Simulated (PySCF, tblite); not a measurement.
# C₈H₁₃OP: geometry, infrared bands and NMR shifts

Wanted: the infrared bands and NMR shifts of C₈H₁₃OP (`CC#CP(CC)CC(C)=O`), by calculation.

Programs: tblite 0.8.0 and PySCF 2.14.0, with density-fitted response routines of our own. Each step states its level of theory. These are calculated values for one molecule in the gas phase, unless marked as measured. Atoms are numbered from 0 throughout.

## Step 1: The starting structure

23 atoms, charge 0, multiplicity 1; geometry from: force field or distance geometry start.

Bonds of the start (Å): C0–C1 1.47, C1–C2 1.21, C2–P3 1.79, P3–C4 1.85, C4–C5 1.51, P3–C6 1.83, C6–C7 1.52, C7–C8 1.50, C7–O9 1.22, C0–H10 1.11, C0–H11 1.14, C0–H12 1.10, C4–H13 1.12, C4–H14 1.10, C5–H15 1.11, C5–H16 1.13, C5–H17 1.09, C6–H18 1.12, C6–H19 1.12, C8–H20 1.12, C8–H21 1.11, C8–H22 1.11.

## Step 2: Relaxing the molecule with GFN2-xTB

What the job is given:

```
{"job": {"kind": "relax", "xc": "GFN2-xTB", "basis": "xTB"}, "charge": 0, "multiplicity": 1}
C     -4.225000    -1.311000    -0.368900
C     -2.844000    -0.877100    -0.110600
C     -1.704900    -0.537100     0.139200
P     -0.037000     0.010600     0.508900
C     -0.065600     1.792200     0.988300
C      0.505100     2.712500    -0.057100
C      1.180800    -0.404800    -0.793900
C      2.518700    -0.606400    -0.109000
C      2.863800    -2.009000     0.299900
O      3.271100     0.338500     0.091200
H     -4.434500    -2.201300     0.260800
H     -4.950700    -0.531400     0.032500
H     -4.425000    -1.463500    -1.438600
H     -1.147100     2.059700     1.089900
H      0.442400     2.005000     1.943200
H      1.617500     2.666400    -0.096100
H      0.268900     3.759800     0.310600
H      0.087600     2.625000    -1.056800
H      0.862900    -1.331400    -1.330700
H      1.261200     0.429100    -1.536200
H      3.830200    -1.947300     0.858500
H      3.031000    -2.681300    -0.563100
H      2.087900    -2.470200     0.948100
```

Launch:

```sh
$ OMP_NUM_THREADS=1 python probes_run.py task.json out
```

One launch serves the whole session: the jobs run in the order shown.

**Question.** This job is followed by: GFN2-xTB harmonic vibrations, gas phase; GIAO PBE0/pcSseg-1 NMR shielding, non-relativistic, gas phase. What will the session give for the following? strongest single infrared mode (GFN2-xTB); zero-point energy (GFN2-xTB); ¹³C shifts against TMS (PBE0/pcSseg-1); ¹H shifts against TMS (PBE0/pcSseg-1, means over atoms taken as alike); ³¹P shifts against H3PO4 (PBE0/pcSseg-1); ¹⁷O shifts against H2O (PBE0/pcSseg-1).

The runs gave:

| quantity | value |
| --- | --- |
| strongest single infrared mode (GFN2-xTB) | 1754 cm⁻¹, 381 km/mol |
| zero-point energy (GFN2-xTB) | 116.5 kcal/mol |
| ¹³C shifts against TMS (PBE0/pcSseg-1) | 209.2, 113.0, 82.8, 45.9, 31.1, 23.1, 8.8, 6.2 ppm |
| ¹H shifts against TMS (PBE0/pcSseg-1, means over atoms taken as alike) | 3.03, 2.22, 2.17, 1.50, 1.42 ppm |
| ³¹P shifts against H3PO4 (PBE0/pcSseg-1) | -49.6 ppm |
| ¹⁷O shifts against H2O (PBE0/pcSseg-1) | 678.6 ppm |

What this shows: The optimisation took 173 steps and gained 1.319 eV; among the close pairs (by a distance rule), P3–C6 changed most, from 1.831 to 1.890 Å. No mode is imaginary among the 63: a minimum at this level. The strongest single mode, at 1754 cm⁻¹, moves mainly C7 and O9. GFN2-xTB is a fitted tight-binding method: band positions and strengths are rough. Its intensities can rank the bands wrongly. C7 (ketone carbonyl carbon) lies farthest downfield among carbon, at 209.2 ppm; low-lying n→π* states of the double bond to the heteroatom give a large paramagnetic term (-273 ppm). H18, H19 (mean) (hydrogen on an sp3 CH2 bonded to P, α to a carbonyl) lies farthest downfield among hydrogen, at 3.03 ppm; α to C=O. At PBE0/pcSseg-1: Shielding is most anisotropic at O9 (span 1244 ppm, paramagnetic term -743 ppm).
